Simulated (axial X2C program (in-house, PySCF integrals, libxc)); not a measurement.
# PmO⁺: Ω levels from open-shell CI on f4 s0 d(πδ)0

Which Ω levels does PmO⁺ have in the configuration f4 s0 d(πδ)0, and how far apart?

Method: two-component X2C, average-of-configuration Hartree–Fock and CI in the open shells; program: an in-house X2C program for linear molecules on PySCF integrals.

All values are calculated.

**1. The job**

The input, task.json:

```json
{"zs": [61, 8], "q": 1, "bas": ["dyall-v3z", "dyall-v3z"], "r0": 1.92, "metal": 0, "shells": [[3, [0, 1, 2, 3], 4], [0, [0], 0], [2, [1, 2], 0]], "fix": 0, "emax": 2.2, "nroots": 4}
```

Keys: zs atomic numbers; q charge; bas basis sets; r0 starting distance in Å; metal index of the metal atom; shells open shells as [l, |m| values, electrons]; fix electron count of the first shell held; emax energy window in eV; nroots roots for each Ω.

Command:

```
> python soci.py task.json out
```

Two-component X2C with atomic mean-field Coulomb and Gaunt terms, basis Pm dyall-v3z, O dyall-v3z (cores contracted in-house). Orbitals come from Hartree–Fock averaged over the configuration Pm f4 s0 d(πδ)0; CI then distributes these electrons over the f, s, d(πδ) shells of Pm.

**2. CI at R = 1.739 Å**

Q: Predict the outcome of this session. Wanted: lowest level of the model; next level; lowest curve, Re and ωe.

**Answer**, as computed:

| quantity | value |
| --- | --- |
| lowest level of the model | Ω = 2, g∥ = 2.31, 100% f4 |
| next level | Ω = 1, 45 cm⁻¹ higher |
| lowest curve, Re and ωe | 1.746 Å, 952.4 cm⁻¹ |

In the lowest level ⟨Sz⟩ = -0.85 and ⟨Lz⟩ = 2.85; its leading determinant has weight 0.21 among 1027. The 5 lowest levels are the Ω components of the Hund's-rule level 5I4 of f4 (free-ion gJ = 0.600), split by the axial field over 631 cm⁻¹. From 1.739 to 1.956 Å the gap from the lowest to the fifth level goes from 631 to 644 cm⁻¹. Without dynamic correlation distances can be off by several hundredths of an Å, and the wavenumbers are rough. There is no dynamic correlation: spin–orbit spacings and, for f shells, spacings inside one term are the most reliable numbers, splittings between terms come out too wide, and energies between configurations are not reliable, so the lowest level need not be the ground state of the molecule. At most 4 roots were kept for each Ω > 0 (twice that for Ω = 0) within 2.2 eV of the lowest, so higher up levels can be missing between those listed; levels with Ω > 0 are doubly degenerate and listed once, Ω = 0 levels singly. States that fill the shells left empty in the average are placed too high.
